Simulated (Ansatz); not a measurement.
# AsHF (sextet): wave-function methods side by side, cc-pVDZ

One table from this session's results is given with a row withheld; the runs are named, their logs left out.

Program: Ansatz 0.2.0, Gaussian basis. Level of theory: cc-pVDZ, core rule «outside noble gas», up to 15 orbitals frozen. These are calculated values, not measurements.

To be run: UHF; CCSD(T) on ROHF; CCSD(T) on UHF; BCCD(T) on ROHF; CISD as a restricted active space (open shells left free, so some higher excitations enter); CCSDT(Q) on ROHF; CCSDT(Q) on UHF; CCSDTQ on ROHF; CASSCF and MRCISD+Q, 13 electrons in 9 orbitals; CASSCF and NEVPT2, 13 electrons in 9 orbitals.

3 further runs of the same task are left out: 3 set aside as unsound or not needed. Runs told in other sessions of the task aren't counted.

### What is computed

The geometry is a PBE0/def2-TZVP stationary point (not a proven minimum) of the parent state, kept for this charge and spin. No spin-orbit coupling is included. The filled d shell of As may be among the frozen orbitals whatever the setting's name suggests.

3 atoms, charge 0, spin multiplicity 6.

Atoms are counted from 1 here; the program's logs count them from 0.

Bond lengths: F1–As2 1.800 Å, As2–H3 1.675 Å. Angles: F1–As2–H3 180.0°.

The first run:

in.yaml reads:

```yaml
crystal:
  periodic: [false, false, false]
  atoms:
    - {symbol: F, position_ang: [0.000000, 0.000000, 1.758700]}
    - {symbol: As, position_ang: [0.000000, 0.000000, -0.041600]}
    - {symbol: H, position_ang: [0.000000, 0.000000, -1.717100]}
basis:
  gaussian: {orbitals: cc-pVDZ}
magnetization: {spin_polarized: true, initial_magnetization: 5}
hamiltonian: {xc: hf}
output: {orbitals: {seedname: orbitals}}
```

Run with:

```bash
ansatz run in.yaml --threads 1 --pin off --events-out ev --progress --plain --max-ram 4096MiB --backend cpu
```

Steps of the session up to this table: UHF; CCSD(T) on ROHF; CCSD(T) on UHF; BCCD(T) on ROHF; CISD as a restricted active space (open shells left free, so some higher excitations enter); CCSDT(Q) on ROHF; CCSDT(Q) on UHF; CCSDTQ on ROHF; CASSCF and MRCISD+Q, 13 electrons in 9 orbitals; CASSCF and NEVPT2, 13 electrons in 9 orbitals.

One of the session's tables, all rows but one given; the rest of the session is left out.

| method | from RCCSDTQ (kcal/mol) |
| --- | --- |
| ROHF | +154.57 |
| UHF | +150.24 |
| RMP2 | +17.81 |
| UMP2 | +17.81 |
| RCCSD | +2.49 |
| UCCSD | +2.04 |
| RCCSD(T) | +0.42 |
| UCCSD(T) | +0.01 |
| BCCD(T) | +0.41 |
| RCCSDT | ? |
| UCCSDT | -0.27 |
| RCCSDT(Q) | +0.02 |
| UCCSDT(Q) | -0.40 |
| RCCSDTQ | 0 |
| CASSCF valence | +154.22 |
| NEVPT2 valence | +30.52 |
| MRCISD valence | +11.11 |
| MRCISD+Q valence | +0.93 |

Q: Estimate the row for RCCSDT from the others.

As computed: from RCCSDTQ (kcal/mol): +0.14. In the column «from RCCSDTQ (kcal/mol)» it lies between RCCSDT(Q) (+0.02) and BCCD(T) (+0.41).

Limits of these values: Restricted and unrestricted rows rest on different reference determinants; a gap between their highest levels can come from leftover correlation error, from unlike frozen cores or from another state.
